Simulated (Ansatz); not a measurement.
# SrIr2: the cost of one run

Program: Ansatz 0.2.0. Level of theory: DFT LDA, scalar-relativistic, plane waves, PAW. These are calculated values, not measurements.

The COD entry's cell or inner coordinates are ideal or old and differ from later refinements, so a difference from it is no clean test against experiment.

**1. The system as given**

Symmetry: Fd-3m, No. 227, cubic system. The conventional cell has a = 7.700 Å, b = 7.700 Å, c = 7.700 Å, α = 90.00°, β = 90.00°, γ = 90.00°. Sr (site symmetry -43m) has 12 Ir at 3.19 Å and 4 Sr at 3.33 Å as nearest neighbours. Ir (site symmetry -3m) is surrounded by 6 Ir at 2.72 Å.

Structure file:

```cif
data_structure
_symmetry_space_group_name_H-M 'Fd-3m:1'
_symmetry_Int_Tables_number 227
_cell_length_a 7.7000
_cell_length_b 7.7000
_cell_length_c 7.7000
_cell_angle_alpha 90.000
_cell_angle_beta 90.000
_cell_angle_gamma 90.000
_cell_volume 456.53
loop_
_atom_site_label
_atom_site_type_symbol
_atom_site_symmetry_multiplicity
_atom_site_Wyckoff_symbol
_atom_site_fract_x
_atom_site_fract_y
_atom_site_fract_z
_atom_site_occupancy
Sr1 Sr 8 b 0.00000 0.00000 0.50000 1
Ir1 Ir 16 c 0.12500 0.12500 0.12500 1
```

The structure rests on an entry of the Crystallography Open Database; cell or positions may have been set otherwise for this series.

**2. Relaxing cell and atoms: SrIr2, no spin**

Input file input.yaml:

```yaml
crystal:
  lattice:
    - [0.0, 3.85, 3.85]
    - [3.85, 0.0, 3.85]
    - [3.85, 3.85, 0.0]
  atoms:
    - { symbol: Sr, position: [0.0, 0.0, 0.0] }
    - { symbol: Sr, position: [0.25, 0.25, 0.25] }
    - { symbol: Ir, position: [0.625, 0.625, 0.625] }
    - { symbol: Ir, position: [0.125, 0.625, 0.625] }
    - { symbol: Ir, position: [0.625, 0.625, 0.125] }
    - { symbol: Ir, position: [0.625, 0.125, 0.625] }
scf:
  occupations: { method: fermi_dirac, width: 0.05 }
output:
  forces: true
  stress: true
  eigenvalues: true
  dos: { method: tetrahedron, nscf_kmesh: { grid: [24, 24, 24] }, de: 0.02 }
  write_density: true
  write_potential: true
  elf: true
  volumetric_format: npy
hamiltonian:
  xc: lda
relax:
  f_tol: 0.005
  max_steps: 60
  cell: { stress_tol: 0.03 }
kpoints:
  mp_grid: { grid: [12, 12, 12] }
```

Started as:

```sh
> ansatz run input.yaml --threads 8 --pin off --max-ram 16384MiB --backend cpu --events-out ev --progress --plain --runs-dir out
```

What time and memory should one allow on 8 threads of Arm Neoverse V1, shared host?

About 29 s, with a peak of 1.4 GiB.
